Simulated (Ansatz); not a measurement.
# Mo2: the cost of one run

Computed with Ansatz 0.2.0, Gaussian basis. Level: def2-QZVPP, core rule «outside noble gas», up to 8 orbitals frozen.

The runs, in order: UHF; ROHF; CCSD(T) on UHF.

2 further runs of the same task are left out: 2 set aside as unsound or not needed. Runs told in other sessions of the task aren't counted.

## Step 1: The geometry

The geometry is a PBE0/def2-TZVP stationary point (not a proven minimum) of the parent state, kept for this charge and spin. No spin-orbit coupling is included. Elements past krypton take def2 core potentials.

2 atoms, charge 0, spin multiplicity 3.

Atoms are counted from 1 here; the program's logs count them from 0.

Bond lengths: Mo1–Mo2 1.887 Å.

## Step 2: UHF

Contents of in.yaml:

```yaml
crystal:
  periodic: [false, false, false]
  atoms:
    - {symbol: Mo, position_ang: [0.000000, 0.000000, 0.000000]}
    - {symbol: Mo, position_ang: [0.000000, 0.000000, 1.887200]}
basis:
  gaussian: {orbitals: "def2-QZVPP.json"}
magnetization: {spin_polarized: true, initial_magnetization: 2}
hamiltonian: {xc: hf}
output: {orbitals: {seedname: orbitals}}
```

On the command line:

```
$ ansatz run in.yaml --threads 1 --pin off --events-out ev --progress --plain --max-ram 4096MiB --backend cpu
```

Q: Estimate wall time and peak memory on 1 thread of AMD EPYC 7R13, shared host.

About 55 s, with a peak of 0.45 GiB.
